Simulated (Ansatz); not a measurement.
# C2H6FNO2W: how energies converge with the basis set

One table from this session's results is given with a row withheld; the runs are named, their logs left out.

Method: one geometry, several basis sets; program: Ansatz 0.2.0, Gaussian basis.

The runs, in order: PBE0-D4/def2-SVP; ωB97M-V/def2-SVP; PBE0-D4/def2-QZVPP; ωB97M-V/def2-QZVPP; the functionals' def2-TZVPP values are taken from earlier runs.

## The geometry

The geometry comes from an earlier relaxation with PBE0-D4 in a triple-zeta def2 set; it is a stationary point, not always the lowest conformer. W takes the def2 core potential; no spin-orbit term is included.

SMILES `C[N](C)[W](=[O])(=[O])[F]`, 13 atoms, charge 0, spin multiplicity 1.

Atoms are counted from 1 here; the program's logs count them from 0.

Bond lengths: C1–N2 1.452 Å, C1–H8 1.096 Å, C1–H9 1.096 Å, C1–H10 1.090 Å, N2–C3 1.452 Å, N2–W4 1.920 Å, C3–H11 1.096 Å, C3–H12 1.095 Å, C3–H13 1.090 Å, W4–O5 1.708 Å, W4–O6 1.708 Å, W4–F7 1.873 Å. Angles: N2–C1–H8 110.2°, N2–C1–H9 110.3°, N2–C1–H10 110.9°, H8–C1–H9 108.3°, H8–C1–H10 108.6°, H9–C1–H10 108.4°, C1–N2–C3 113.4°, C1–N2–W4 123.2°, C3–N2–W4 123.2°, N2–C3–H11 110.3°, N2–C3–H12 110.2°, N2–C3–H13 110.9°, H11–C3–H12 108.3°, H11–C3–H13 108.4°, H12–C3–H13 108.6°, N2–W4–O5 107.4°, N2–W4–O6 107.4°, N2–W4–F7 109.9° and more.

Geometry (Å):

```xyz
13
C2H6FNO2W
C    -0.4829   -0.2110    1.4322
N     0.0195   -0.1143    0.0737
C     1.1708   -0.9624   -0.1763
W    -0.6583    1.1421   -1.2106
O     0.6470    1.6053   -2.2101
O    -1.2750    2.4775   -0.3425
F    -2.0112    0.3450   -2.2309
H    -0.8379   -1.2276    1.6336
H     0.3123    0.0249    2.1487
H    -1.3075    0.4830    1.5927
H     1.9744   -0.7301    0.5319
H     0.8985   -2.0166   -0.0552
H     1.5503   -0.8158   -1.1872
```

The first run:

Contents of in.yaml:

```yaml
crystal:
  periodic: [false, false, false]
  atoms:
    - {symbol: C, position_ang: [-0.482850, -0.211031, 1.432189]}
    - {symbol: N, position_ang: [0.019501, -0.114285, 0.073685]}
    - {symbol: C, position_ang: [1.170813, -0.962391, -0.176284]}
    - {symbol: W, position_ang: [-0.658294, 1.142071, -1.210614]}
    - {symbol: O, position_ang: [0.647009, 1.605341, -2.210063]}
    - {symbol: O, position_ang: [-1.275019, 2.477454, -0.342464]}
    - {symbol: F, position_ang: [-2.011175, 0.345039, -2.230904]}
    - {symbol: H, position_ang: [-0.837932, -1.227641, 1.633562]}
    - {symbol: H, position_ang: [0.312288, 0.024906, 2.148709]}
    - {symbol: H, position_ang: [-1.307540, 0.482973, 1.592664]}
    - {symbol: H, position_ang: [1.974430, -0.730084, 0.531904]}
    - {symbol: H, position_ang: [0.898501, -2.016567, -0.055160]}
    - {symbol: H, position_ang: [1.550258, -0.815774, -1.187243]}
basis:
  gaussian: {orbitals: def2-SVP}
hamiltonian: {xc: pbe0, dispersion: d4}
output: {orbitals: {seedname: orbitals}}
```

On the command line:

```bash
$ ansatz run in.yaml --threads 2 --pin off --events-out ev --progress --plain --max-ram 32768MiB --backend cpu
```

Steps of the session up to this table: PBE0-D4 in def2-SVP; ωB97M-V in def2-SVP; PBE0-D4 in def2-QZVPP; ωB97M-V in def2-QZVPP.

One of the session's tables, all rows but one given; the rest of the session is left out.

| functional | basis | HOMO (eV) |
| --- | --- | --- |
| PBE0-D4 | def2-SVP | ? |
| PBE0-D4 | def2-TZVPP | -7.90 |
| PBE0-D4 | def2-QZVPP | -7.91 |
| ωB97M-V | def2-SVP | -10.08 |
| ωB97M-V | def2-TZVPP | -10.13 |
| ωB97M-V | def2-QZVPP | -10.15 |

Estimate the missing values for PBE0-D4, def2-SVP.

**Answer.** HOMO (eV): -7.85. In the column «HOMO (eV)» it is the highest.
